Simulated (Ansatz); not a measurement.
Crystal: Tl3S.

```
Tl S
1.0
    -2.35097    2.35097    5.14280
     2.35097   -2.35097    5.14280
     2.35097    2.35097   -5.14280
Tl S
3 1
Direct
  0.50000 0.50000 0.00000
  0.25000 0.75000 0.50000
  0.75000 0.25000 0.50000
  0.00000 0.00000 0.00000
```

The cell comes from a database or a generator and needn't be the stable form of this composition.

| Property | Result |
| --- | --- |
| Program | Ansatz 0.2.0 |
| Task | relaxation of cell and atoms |
| Functional | PBE |
| Dispersion | D3(BJ)-ATM |
| Potentials or basis | Ansatz PAW |
| Cutoff | 420 eV (not typed: the program's choice for these potentials) |
| k mesh | 8 × 8 × 8 |
| Occupations | fermi-dirac, width 0.05 eV |
| Spin | no spin polarisation |

At the start: volume 28.42 Å³/atom.

**Question.** Where does the relaxation end?

**Answer.** It ends after 4 steps and the volume is 27.11 Å³/atom (-4.6 %); space group I4/mmm (No. 139, to 0.05 Å).

Step by step:
```
step  energy change (eV)  largest force (eV/Å)  volume (Å³)
   1              0.0000                0.0000       113.70
   2             -0.0260                0.0000       109.27
   3             -0.0268                0.0000       108.45
   4             -0.0256                0.0000       108.45
```

Final structure:
```xyz
4
Lattice="-2.3135 2.3135 5.0654 2.3135 -2.3135 5.0654 2.3135 2.3135 -5.0654" Properties=species:S:1:pos:R:3 pbc="T T T"
Tl    0.0000    0.0000    5.0654
Tl    2.3135    0.0000    2.5327
Tl    0.0000    2.3135    2.5327
S     0.0000    0.0000    0.0000
```

Caveat: the plane-wave basis is chosen anew once the cell has moved, so the energies of steps on either side of that aren't comparable; pairwise dispersion overbinds metals, which lowers pressure and volume.
